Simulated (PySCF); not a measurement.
# C2H2F3O2 radical: open-shell or spin-flip excitations

What do calculations give for the open-shell or spin-flip excitations of C2H2F3O2 radical (`[O]COC(F)(F)F`)?

Programs: PySCF 2.14.0, with routines of our own; each step states its level. All values are computed. Atoms count from 0.

## 1. The starting structure

9 atoms, charge 0, multiplicity 2; geometry from: GFN2-xTB.

## 2. Open-shell or spin-flip excitations: unrestricted TDDFT wB97X-D/def2-SVPD

Job settings and geometry (Å):

```
{"job": {"kind": "uabs", "xc": "wB97X-D", "basis": "def2-SVPD", "nstates": 10, "tda": false}, "charge": 0, "multiplicity": 2}
O      0.920170    -0.546110     1.357851
C      1.197906     0.041536     0.285501
O      0.125683     0.348570    -0.660107
C     -1.117516    -0.005893    -0.336979
F     -1.930136     0.365319    -1.322408
F     -1.565161     0.574936     0.778428
F     -1.272857    -1.321939    -0.178725
H      1.950326    -0.490968    -0.363608
H      1.705146     1.040543     0.414868
```

Method: unrestricted TDDFT wB97X-D/def2-SVPD, vertical, gas phase, core orbitals frozen in the response.

Launch:

```bash
> OMP_NUM_THREADS=1 python excited_run.py task.json out
```

One launch serves the whole session: the jobs run in the order shown.

What it wrote:

```text
coarse grid: 8848 points
cycle   1  E = -526.3926500985  dE =  1.480e+00  |g| = 8.885e-01  |ddm| = 2.508e+00
cycle   2  E = -526.2768614710  dE =  1.158e-01  |g| = 1.126e+00  |ddm| = 1.723e+00
cycle   3  E = -526.7077295360  dE = -4.309e-01  |g| = 1.385e-01  |ddm| = 1.007e+00
cycle   4  E = -526.7152177012  dE = -7.488e-03  |g| = 8.307e-02  |ddm| = 1.632e-01
cycle   5  E = -526.7190550950  dE = -3.837e-03  |g| = 2.259e-02  |ddm| = 9.506e-02
cycle   6  E = -526.7201379212  dE = -1.083e-03  |g| = 1.230e-02  |ddm| = 5.908e-02
cycle   7  E = -526.7206028828  dE = -4.650e-04  |g| = 4.115e-03  |ddm| = 5.393e-02
cycle   8  E = -526.7206405140  dE = -3.763e-05  |g| = 2.101e-03  |ddm| = 1.526e-02
cycle   9  E = -526.7206444007  dE = -3.887e-06  |g| = 7.114e-04  |ddm| = 3.737e-03
final grid: 90392 points
cycle  10  E = -526.7990651439  dE = -1.282e-04  |g| = 5.186e-03  |ddm| = 8.336e-02
cycle  11  E = -526.7990694449  dE = -4.301e-06  |g| = 4.977e-03  |ddm| = 1.292e-02
cycle  12  E = -526.7990764967  dE = -7.052e-06  |g| = 5.923e-04  |ddm| = 3.157e-03
cycle  13  E = -526.7990766972  dE = -2.005e-07  |g| = 4.017e-04  |ddm| = 1.318e-03
cycle  14  E = -526.7990767826  dE = -8.538e-08  |g| = 1.110e-04  |ddm| = 5.298e-04
cycle  15  E = -526.7990767967  dE = -1.408e-08  |g| = 7.639e-05  |ddm| = 1.945e-04
cycle  16  E = -526.7990768043  dE = -7.672e-09  |g| = 2.392e-05  |ddm| = 1.638e-04
cycle  17  E = -526.7990768062  dE = -1.919e-09  |g| = 1.285e-05  |ddm| = 9.877e-05
cycle  18  E = -526.7990768065  dE = -3.005e-10  |g| = 4.778e-06  |ddm| = 3.949e-05
converged SCF energy = -526.7990768065

Static polarisability (au): isotropic 38.304, principal 33.413 39.112 42.387

<S^2> of the reference = 0.7559 (exact 0.7500)

Excitations
state   eV       nm        f      <S^2>   main configurations
  1   1.1992   1033.9   0.00035   0.758   Hb->Lb 0.96
  2   3.7617    329.6   0.02261   0.765   H-1b->Lb 0.98
  3   4.6549    266.4   0.00031   0.761   H-2b->Lb 0.62, H-8b->Lb 0.21
  4   6.4152    193.3   0.00013   0.767   H-2b->Lb 0.35, H-8b->Lb 0.31, H-9b->Lb 0.27
  5   6.5394    189.6   0.00129   0.769   H-3b->Lb 0.92
  6   6.8628    180.7   0.02221   0.770   H-5b->Lb 0.79, H-6b->Lb 0.09
  7   7.2805    170.3   0.00144   0.771   H-4b->Lb 0.81, H-8b->Lb 0.13
  8   7.8265    158.4   0.00136   0.774   H-7b->Lb 0.55, H-9b->Lb 0.29
  9   7.8307    158.3   0.02585   0.771   H-10b->Lb 0.55, H-6b->Lb 0.26, H-5b->Lb 0.13
 10   8.4624    146.5   0.00015   0.770   H-9b->Lb 0.34, H-7b->Lb 0.31, H-8b->Lb 0.29
```

Wall time 54 s (1 thread of Arm Neoverse V1, shared host); peak memory 0.6 GiB.

In short:

| quantity | value |
| --- | --- |
| ⟨S²⟩ | 0.756 |

Löwdin spin populations:

| atom | value (e) |
| --- | --- |
| O0 | 0.72 |
| C1 | 0.08 |
| O2 | 0.02 |
| C3 | 0.00 |
| F4 | 0.00 |
| F5 | 0.00 |
| F6 | 0.00 |
| H7 | 0.09 |
| H8 | 0.09 |

With diffuse functions Löwdin's scheme smears the spin, so small populations can have the wrong sign.

## 3. Open-shell or spin-flip excitations: unrestricted TDDFT wB97X-D/6-31G*

The job, as its differences from that of step 2:

```diff
@@ -1,2 +1,2 @@
-{"job": {"kind": "uabs", "xc": "wB97X-D", "basis": "def2-SVPD", "nstates": 10, "tda": false}, "charge": 0, "multiplicity": 2}
+{"job": {"kind": "uabs", "xc": "wB97X-D", "basis": "6-31G*", "nstates": 6, "tda": false}, "charge": 0, "multiplicity": 2}
 O      0.920170    -0.546110     1.357851
```

Level: unrestricted TDDFT wB97X-D/6-31G*, vertical, gas phase, core orbitals frozen in the response.

What it wrote:

```text
coarse grid: 8848 points
cycle   1  E = -526.8171479276  dE =  1.528e+00  |g| = 9.325e-01  |ddm| = 2.117e+00
cycle   2  E = -526.6873313207  dE =  1.298e-01  |g| = 1.181e+00  |ddm| = 1.324e+00
cycle   3  E = -527.1623250586  dE = -4.750e-01  |g| = 1.356e-01  |ddm| = 8.075e-01
cycle   4  E = -527.1696994819  dE = -7.374e-03  |g| = 8.575e-02  |ddm| = 1.330e-01
cycle   5  E = -527.1737754847  dE = -4.076e-03  |g| = 2.165e-02  |ddm| = 8.433e-02
cycle   6  E = -527.1749877761  dE = -1.212e-03  |g| = 9.479e-03  |ddm| = 6.837e-02
cycle   7  E = -527.1752569955  dE = -2.692e-04  |g| = 3.495e-03  |ddm| = 3.913e-02
cycle   8  E = -527.1752811804  dE = -2.418e-05  |g| = 1.523e-03  |ddm| = 1.065e-02
cycle   9  E = -527.1752843463  dE = -3.166e-06  |g| = 6.968e-04  |ddm| = 3.429e-03
final grid: 90392 points
cycle  10  E = -527.1542014374  dE = -8.875e-05  |g| = 6.441e-03  |ddm| = 2.042e-02
cycle  11  E = -527.1542047451  dE = -3.308e-06  |g| = 6.078e-03  |ddm| = 7.748e-03
cycle  12  E = -527.1542154065  dE = -1.066e-05  |g| = 5.937e-04  |ddm| = 3.253e-03
cycle  13  E = -527.1542155509  dE = -1.444e-07  |g| = 2.759e-04  |ddm| = 6.220e-04
cycle  14  E = -527.1542155870  dE = -3.612e-08  |g| = 9.805e-05  |ddm| = 3.112e-04
cycle  15  E = -527.1542155926  dE = -5.573e-09  |g| = 3.900e-05  |ddm| = 1.053e-04
cycle  16  E = -527.1542155944  dE = -1.747e-09  |g| = 1.351e-05  |ddm| = 7.860e-05
cycle  17  E = -527.1542155947  dE = -3.655e-10  |g| = 7.075e-06  |ddm| = 3.513e-05
converged SCF energy = -527.1542155947

Static polarisability (au): isotropic 29.776, principal 25.528 30.698 33.103

<S^2> of the reference = 0.7551 (exact 0.7500)

Excitations
state   eV       nm        f      <S^2>   main configurations
  1   1.1313   1095.9   0.00041   0.756   Hb->Lb 0.96
  2   3.6463    340.0   0.02000   0.762   H-1b->Lb 0.98
  3   4.5794    270.7   0.00011   0.759   H-2b->Lb 0.61, H-8b->Lb 0.21, H-9b->Lb 0.08
  4   6.2022    199.9   0.00121   0.764   H-3b->Lb 0.92
  5   6.2725    197.7   0.00003   0.763   H-2b->Lb 0.35, H-9b->Lb 0.30, H-8b->Lb 0.28
  6   6.6120    187.5   0.01542   0.765   H-4b->Lb 0.73, H-5b->Lb 0.12
```

Wall time 20 s (1 thread of Arm Neoverse V1, shared host); peak memory 0.55 GiB.

From this job:

| quantity | value |
| --- | --- |
| ⟨S²⟩ | 0.755 |

## 4. What came out

| quantity | value |
| --- | --- |
| lowest and brightest state of nearly pure spin, of 10 (step 2, unrestricted TDDFT wB97X-D/def2-SVPD) | 1.20 eV; 7.83 eV, f = 0.026 |
| lowest and brightest state of nearly pure spin, of 6 (step 3, unrestricted TDDFT wB97X-D/6-31G*) | 1.13 eV; 3.65 eV, f = 0.020 |

In words: The lowest state of nearly pure spin runs from 1.13 to 1.20 eV over the runs.
